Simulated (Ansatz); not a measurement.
## CH9BGeSi, SMILES [BH2][GeH]([CH3])[SiH3]: a geometry optimisation, step by step

Program: Ansatz's Python interface.

Run as a notebook:

**Cell 1**
```python
from dataclasses import dataclass
import itertools

import ansatz as az
from ase.data import atomic_numbers, covalent_radii
import numpy as np
```

**Cell 2**
```python
@dataclass(frozen=True)
class RunConfig:
    basis: str = "def2-SVP"
    xc: str = "B3LYP"
    dispersion: str = "d4"


opts = RunConfig()
```

**Cell 3**
```python
geometry_ang = [
    ("B", (-1.4572, 1.2538, 0.6653)),
    ("Ge", (0.2786, 0.5131, 0.1434)),
    ("C", (0.3432, 0.3183, -1.8009)),
    ("Si", (0.59, -1.548, 1.1337)),
    ("H", (-2.2944, 1.5496, -0.2024)),
    ("H", (-1.7639, 1.5043, 1.7887)),
    ("H", (1.4448, 1.4564, 0.6294)),
    ("H", (1.3963, -0.101, -2.0722)),
    ("H", (-0.4331, -0.3394, -2.0862)),
    ("H", (0.263, 1.3114, -2.2435)),
    ("H", (1.8071, -2.133, 0.7867)),
    ("H", (-0.544, -2.435, 0.6904)),
    ("H", (0.39, -1.3852, 2.5825)),
]
geometry = az.Crystal.molecule()
for symbol, xyz in geometry_ang:
    geometry = geometry.atom(symbol, xyz)

model = (
    geometry.calculation()
    .basis(gaussian=opts.basis)
    .functional(opts.xc, dispersion=opts.dispersion)
)
symbols = [site.symbol for site in geometry.cartesian_sites]
start = np.array([site.position_ang for site in geometry.cartesian_sites], dtype=float)
data = model.relax(force_tolerance=0.02).run(threads=1, backend="cpu").report
end = np.array(data["positions_ang"])

print("reference energy %16.6f eV" % data["reference_energy_ev"])
print("total energy     %16.6f eV" % data["free_energy_ev"])
print("occupied orbitals outside the frozen core (up, down):", data["n_occupied"], " frozen:", data["n_frozen"], " virtual:", data["n_virtual"])
```
Output:
```text
reference energy    -66246.150033 eV
total energy        -66246.581324 eV
occupied orbitals outside the frozen core (up, down): [33, 33]  frozen: 0  virtual: [90, 90]
```

**Cell 4**
```python
# pairs closer than 1.2 times the sum of covalent radii, before or after
radius = [covalent_radii[atomic_numbers[s]] for s in symbols]
span = lambda where, i, j: np.linalg.norm(where[i] - where[j])
bonded = [(i, j) for i, j in itertools.combinations(range(len(symbols)), 2) if min(span(start, i, j), span(end, i, j)) < 1.2 * (radius[i] + radius[j])]
print("pair        before    after (A)")
for i, j in bonded:
    print(f"{symbols[i]}{i}-{symbols[j]}{j}".ljust(10), f"{span(start, i, j):8.4f} {span(end, i, j):8.4f}")
with open("ch9bgesi_opt.xyz", "w") as handle:
    handle.write(f"{len(symbols)}\nrelaxed CH9BGeSi\n")
    handle.writelines(f"{s:2s} {x:11.6f} {y:11.6f} {z:11.6f}\n" for s, (x, y, z) in zip(symbols, end))
```
Output:
```text
pair        before    after (A)
B0-Ge1       1.9581   2.0512
B0-H4        1.2415   1.2066
B0-H5        1.1912   1.2055
Ge1-C2       1.9551   1.9803
Ge1-Si3      2.3078   2.4151
Ge1-H6       1.5767   1.5500
C2-H7        1.1655   1.0999
C2-H8        1.0567   1.1003
C2-H9        1.0902   1.1005
Si3-H10      1.3943   1.4943
Si3-H11      1.5064   1.4942
Si3-H12      1.4716   1.4930
```

It writes `ch9bgesi_opt.xyz`:
```text
13
relaxed CH9BGeSi
B    -1.549445    1.319040    0.718512
Ge    0.274250    0.605351    0.108363
C     0.463539    0.356268   -1.847068
Si    0.485674   -1.564543    1.147373
H    -2.539106    1.116527    0.058573
H    -1.674666    1.873382    1.781686
H     1.465717    1.446185    0.633544
H     1.426203   -0.118837   -2.086645
H    -0.350115   -0.280654   -2.225131
H     0.414464    1.327915   -2.361378
H     1.790210   -2.181557    0.759641
H    -0.613645   -2.468098    0.691465
H     0.427320   -1.465679    2.635965
```

Total energies depend on the basis set; only differences at equal settings carry meaning. The end point is the stationary point reached from this start; no frequency run checks that it is a minimum, and the basis set is modest. Total less reference energy is the dispersion correction. b3lyp holds the VWN-RPA fit, as in Gaussian; the form of ORCA and Turbomole is b3lyp5. Hardware and time: 95 s on 1 thread of Arm Neoverse V1 (shared host), peak memory 0.39 GiB.
